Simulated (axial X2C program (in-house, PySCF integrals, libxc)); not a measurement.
# ClSbCl⁻: bond lengths and stretches, held linear

How do method and spin–orbit coupling move the bonds and stretches of ClSbCl⁻, held linear?

Program: an in-house X2C program for linear molecules on PySCF integrals. Level of theory: all-electron X2C, two-component (2c) or spin-free, Cl dyall-av3z, Sb dyall-v3z. These are calculated values, not measurements.

All values are calculated.

2 further runs of the same task are left out: 2 set aside as unsound or not needed.

### Step 1. Input

task.json

```json
{"zs": [17, 51, 17], "q": -1, "bas": ["dyall-av3z", "dyall-v3z", "dyall-av3z"], "r0": [2.39, 2.39], "symm": 1, "scan": ["PBE0", "HF", "TPSSh"], "levels": ["PBE0", "HF", "BHandHLYP"], "nst": 2}
```

Keys: zs atomic numbers; q charge; bas basis sets; r0 starting distance in Å; symm equal bonds; scan levels of the two-bond scan (MP2 follows by itself at each HF point); levels methods; nst determinants followed.

Started as:

```sh
$ python solin.py task.json out
```

Masses Cl 34.969, Sb 120.904, Cl 34.969 u.

### Step 2. Scan at PBE0, 2c

State: Ω = 1 (beyond evenly filled blocks: ω = -1/2, ω = 3/2). Energies above the lowest point, from the job's result record:

```
r(Cl–Sb) (Å)  r(Sb–Cl) (Å)  E (meV)
      2.5584        2.5584    38.82
      2.5584        2.6240    15.37
      2.5584        2.6896    14.86
      2.6240        2.5584    15.37
      2.6240        2.6240     0.00
      2.6240        2.6896     7.06
      2.6240        2.7552    31.10
      2.6896        2.5584    14.86
      2.6896        2.6240     7.06
      2.6896        2.6896    21.19
      2.7552        2.6240    31.10
      2.7552        2.7552    88.71
```

A quadratic surface with cubic terms in each bond gives the minimum at 2.632 and 2.632 Å, force constants 0.8, 0.8 and coupling 0.26 mdyn/Å.

### Step 3. Scan at HF, 2c

State: Ω = 1 (beyond evenly filled blocks: ω = -1/2, ω = 3/2). Energies above the lowest point, from the job's result record:

```
r(Cl–Sb) (Å)  r(Sb–Cl) (Å)  E (meV)
      2.5584        2.5584   132.23
      2.5584        2.6240    77.03
      2.5584        2.6896    45.68
      2.6240        2.5584    77.03
      2.6240        2.6240    32.66
      2.6240        2.6896    11.51
      2.6240        2.7552     8.22
      2.6896        2.5584    45.68
      2.6896        2.6240    11.51
      2.6896        2.6896     0.00
      2.7552        2.6240     8.22
      2.7552        2.7552    20.13
```

A quadratic surface with cubic terms in each bond gives the minimum at 2.695 and 2.695 Å, force constants 0.644, 0.644 and coupling 0.36 mdyn/Å.

### Step 4. Scan at TPSSh, 2c

State: Ω = 1 (beyond evenly filled blocks: ω = -1/2, ω = 3/2). Energies above the lowest point, from the job's result record:

```
r(Cl–Sb) (Å)  r(Sb–Cl) (Å)  E (meV)
      2.5584        2.5584    48.70
      2.5584        2.6240    20.50
      2.5584        2.6896    15.95
      2.6240        2.5584    20.50
      2.6240        2.6240     0.00
      2.6240        2.6896     2.63
      2.6240        2.7552    22.88
      2.6896        2.5584    15.95
      2.6896        2.6240     2.63
      2.6896        2.6896    11.96
      2.7552        2.6240    22.88
      2.7552        2.7552    70.78
```

A quadratic surface with cubic terms in each bond gives the minimum at 2.643 and 2.643 Å, force constants 0.793, 0.793 and coupling 0.25 mdyn/Å.

### Step 5. Comparison

| level | r(Cl–Sb) (Å) | r(Sb–Cl) (Å) | lower stretch (cm⁻¹) | upper stretch (cm⁻¹) |
| --- | --- | --- | --- | --- |
| PBE0, 2c | 2.632 | 2.632 | 202.7 | 227.1 |
| HF, 2c | 2.695 | 2.695 | 147.9 | 220.5 |
| TPSSh, 2c | 2.643 | 2.643 | 204.1 | 224.9 |
| MP2, 2c | 2.623 | 2.623 | 209.2 | 233.7 |
| PBE0, spin-free | 2.630 | 2.630 | 203.0 | 227.8 |
| HF, spin-free | 2.693 | 2.693 | 148.4 | 221.3 |
| TPSSh, spin-free | 2.641 | 2.641 | 204.4 | 225.6 |
| MP2, spin-free | 2.621 | 2.621 | 209.6 | 234.2 |

Scans not shown above were run alike.

What this shows: Over the levels the Cl–Sb bond spans 2.621 to 2.695 Å and the Sb–Cl bond 2.621 to 2.695 Å. At PBE0 going from spin-free to two-component moves the bonds by +0.002 and +0.002 Å. Each state is one determinant, the lowest of a limited PBE0 search; the stretches come from a fit to few points and are good to some per cent at best. The lower stretch spreads by more than a fifth over the levels, so it depends strongly on the method. The stretches are sorted by size, and where the two bonds are alike the symmetric and antisymmetric modes can swap order between levels. MP2 freezes inner shells (threshold -2 hartree). For an anion the highest level of a functional can be positive, and the basis then holds the extra electron. The molecule was held linear; bending was not examined, so a bent shape may lie lower. Open-shell Ω = 0 determinants with evenly filled partner blocks cannot be reached by this program, so the Ω shown need not be the lowest component. Note: several unpaired electrons, one determinant need not be a pure state.
